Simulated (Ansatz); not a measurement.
**Ga2SbP3: one candidate of a structure search**

Where does this trial cell of Ga2SbP3 go when cell and atoms are let free?

Program: Ansatz 0.2.0. Level of theory: DFT PBE, scalar-relativistic, plane waves, PAW. These are calculated values, not measurements.

2 further runs of the same task are left out: 1 that didn't finish, 1 set aside as unsound or not needed.

### Step 1. The starting structure

Symmetry: P4/mmm, No. 123, tetragonal system. The conventional cell has a = 3.523 Å, b = 3.523 Å, c = 11.777 Å, α = 90.00°, β = 90.00°, γ = 90.00°. Around Ga (site symmetry 4mm) lie 8 P at 2.94 to 3.07 Å. Sb (site symmetry 4/mmm) has 4 Sb at 3.52 Å and 8 P at 3.55 Å as nearest neighbours. Around P (site symmetry 4/mmm) lie 8 Ga at 3.07 Å. Around P (site symmetry 4mm) lie 4 Ga at 2.94 Å and 4 Sb at 3.55 Å.

Coordinates:

```xyz
6
Lattice="3.5232 0.0000 0.0000 0.0000 3.5232 0.0000 0.0000 0.0000 11.7773" Properties=species:S:1:pos:R:3 pbc="T T T"
Ga    1.7616    1.7616    9.9796
Ga    1.7616    1.7616    1.7977
Sb    1.7616    1.7616    5.8886
P     0.0000    0.0000    0.0000
P     0.0000    0.0000    8.4155
P     0.0000    0.0000    3.3618
```

Recipe of the guess: species swapped into a database cell of MgSc3Ru2 (P4/mmm, No. 123), with Sb on the Mg sites, P on the Sc sites and Ga on the Ru sites. The dimensions are guesses.

### Step 2. A first look at the guess

input.yaml reads:

```yaml
crystal:
  lattice:
    - [3.52316741, 0.0, 0.0]
    - [0.0, 3.52316741, 0.0]
    - [0.0, 0.0, 11.77727051]
  atoms:
    - { symbol: Ga, position: [0.5, 0.5, 0.84736025] }
    - { symbol: Ga, position: [0.5, 0.5, 0.15263975] }
    - { symbol: Sb, position: [0.5, 0.5, 0.5] }
    - { symbol: P, position: [0.0, 0.0, 0.0] }
    - { symbol: P, position: [0.0, 0.0, 0.71455228] }
    - { symbol: P, position: [0.0, 0.0, 0.28544772] }
basis:
  ecutwfc: 420
kpoints:
  mp_grid: { grid: [6, 6, 2] }
hamiltonian:
  xc: pbe
scf:
  occupations: { method: gaussian, width: 0.1 }
  lower_state_search: "off"
output:
  forces: true
  stress: true
  eigenvalues: true
```

Started as:

```
> ansatz run input.yaml --threads 1 --pin off --max-ram 2560MiB --backend cpu --events-out ev --progress --plain --runs-dir out
```

Further runs follow: coarse relaxation; full relaxation.

**Question.** What will these runs give? Wanted: conventional cell; volume; energy over the elements, black P; gap on the mesh.

**Answer**, as computed:

| quantity | value |
| --- | --- |
| symmetry at the end (tolerance 0.05 Å) | space group P4/mmm (No. 123) |
| conventional cell | a = 3.467 Å, b = 3.467 Å, c = 9.067 Å, α = 90.00°, β = 90.00°, γ = 90.00° |
| volume | 18.16 Å³/atom |
| energy over the elements, black P | +0.34 eV/atom |
| gap on the mesh | none (metal) |

What this shows: The space group P4/mmm (No. 123) is kept, and the volume per atom shrinks by 25.5 % from the first guess. With a positive formation energy it can't be a ground state. No finished test with a distortion of lower symmetry is shown, so the end may be a saddle point. The runs treat Sb without spin-orbit coupling.
